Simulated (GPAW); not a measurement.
Crystal: NbTe.

```xyz
2
Lattice="3.4257 0.0000 0.0000 0.0000 3.4257 0.0000 0.0000 0.0000 3.4257" Properties=species:S:1:pos:R:3 pbc="T T T"
Nb    1.7128    1.7128    1.7128
Te    0.0000    0.0000    0.0000
```

The cell was built by a generator and needn't be a form met in nature.

Base run:

```yaml
Program: GPAW 26.7.0
Functional: TPSS
Potentials_or_basis: GPAW PAW data sets (gpaw-data 1.2.1)
Cutoff: 600 eV
Basis: pw
k_mesh: 8 × 8 × 8
Occupations: fermi-dirac, width 0.05 eV
Spin: no spin polarisation
```

Its results: pressure -3.0 GPa.

**Question.** After a change of settings the same cell gave: pressure -1.0 GPa. Which change was it?
A. functional from TPSS to PBE
B. functional from TPSS to BLYP; potentials or basis from GPAW PAW data sets (gpaw-data 1.2.1) to PAW data sets generated in the run's folder for this functional
C. functional from TPSS to RPBE; potentials or basis from GPAW PAW data sets (gpaw-data 1.2.1) to the program's PAW data sets (release 1.2.1) made for this functional
D. functional from TPSS to LDA; potentials or basis from GPAW PAW data sets (gpaw-data 1.2.1) to the program's PAW data sets (release 1.2.1) made for this functional

**Answer.** A.

Caveats: the PAW data sets were made with another functional, which shifts forces and pressure a little (some runs).
